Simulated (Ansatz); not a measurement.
Debugging a rigid scan of one bond length of CH6NPSi, SMILES C=N[SiH2]P (the Ansatz DFT code, driven from Python).

Contents of `ch6npsi.xyz`:
```text
10

C    -0.71310    1.01880    1.61750
N     0.10570    0.63950    0.70470
Si   -0.34600   -0.58490   -0.50450
P     1.35330   -0.92960   -1.87050
H    -1.71570    0.60490    1.68590
H    -0.40310    1.76740    2.33800
H    -0.69030   -1.84250    0.17530
H    -1.50470   -0.10960   -1.27520
H     1.59550    0.48740   -2.07970
H     2.31860   -1.05140   -0.79170
```

`scan_ch6npsi.py`
```python
import ansatz as az
import numpy as np

BASIS = "6-31G*"
XC = "pbe"
DISPERSION = "d3bj"
CUTOFF = 500


def main() -> None:
    molecule = az.Crystal.molecule_from_extxyz("ch6npsi.xyz")

    symbols = [site.symbol for site in molecule.cartesian_sites]
    start = np.array([site.position_ang for site in molecule.cartesian_sites])
    axis = (start[8] - start[3]) / np.linalg.norm(start[8] - start[3])
    moving = [8]
    lengths, energies = [1.278, 1.336, 1.395, 1.453, 1.511, 1.569, 1.627, 1.714], []
    for length in lengths:
        xyz = start.copy()
        xyz[moving] += (length - np.linalg.norm(start[8] - start[3])) * axis
        point = az.Crystal.molecule()
        for symbol, xyz in zip(symbols, xyz):
            point = point.atom(symbol, xyz.tolist())
        calc = (
            point.calculation()
            .basis(gaussian=BASIS)
            .functional(XC, dispersion=DISPERSION)
            .basis(CUTOFF)
        )
        report = calc.run(threads=1).report
        energies.append(report["free_energy_ev"])
        print(f"r = {length:6.3f} A  E = {energies[-1]:.5f} eV  <S^2> = {abs(report['mean_field']['state']['spin_squared']):.3f}")

    fit = np.polynomial.Polynomial.fit(lengths, np.array(energies) - min(energies), 4).convert()
    roots = [r.real for r in fit.deriv().roots() if abs(r.imag) < 1e-9 and fit.deriv(2)(r.real) > 0]
    r_e = min(roots, key=lambda r: abs(r - lengths[int(np.argmin(energies))]))
    print(f"minimum of the fit at {r_e:.4f} A, force constant {fit.deriv(2)(r_e):.2f} eV/A^2")


if __name__ == "__main__":
    main()
```

```console
$ python scan_ch6npsi.py
Traceback (most recent call last):
  File "scan_ch6npsi.py", line 41, in <module>
    main()
    ~~~~^^
  File "scan_ch6npsi.py", line 30, in main
    report = calc.run(threads=1).report
             ~~~~~~~~^^^^^^^^^^^
  ...
ansatz.RefusalError: invalid value for `basis.gaussian`: such a run doesn't read basis.ecutwfc; remove what it names
```
(Library frames cut from the traceback.)

What is wrong, and how is it mended?

The fault: a plane-wave cutoff beside a Gaussian basis. The correction:

```diff
--- before
+++ after
@@ -6,3 +6,2 @@
 DISPERSION = "d3bj"
-CUTOFF = 500
 
@@ -27,3 +26,2 @@
             .functional(XC, dispersion=DISPERSION)
-            .basis(CUTOFF)
         )
```

The mended script runs so:

```console
$ python scan_ch6npsi.py
r =  1.278 A  E = -19777.54630 eV  <S^2> = 0.000
r =  1.336 A  E = -19777.75282 eV  <S^2> = 0.000
r =  1.395 A  E = -19777.85155 eV  <S^2> = 0.000
r =  1.453 A  E = -19777.86577 eV  <S^2> = 0.000
r =  1.511 A  E = -19777.81839 eV  <S^2> = 0.000
r =  1.569 A  E = -19777.72531 eV  <S^2> = 0.000
r =  1.627 A  E = -19777.59894 eV  <S^2> = 0.000
r =  1.714 A  E = -19777.36756 eV  <S^2> = 0.000
minimum of the fit at 1.4351 A, force constant 20.10 eV/A^2
```

Caveats:
- Total energies depend on the basis set; only differences at equal settings carry meaning.
- The rest of the molecule is held rigid at a force-field or estimated start geometry, and the basis set is modest; single-reference methods fail as a bond breaks.
- The orbitals are restricted, so S² is zero by construction.
- It ran for 17 s on 1 thread of Arm Neoverse V1 (shared host), peak memory 0.19 GiB.

(Lines on the test bed's own set-up are left out of the output.)
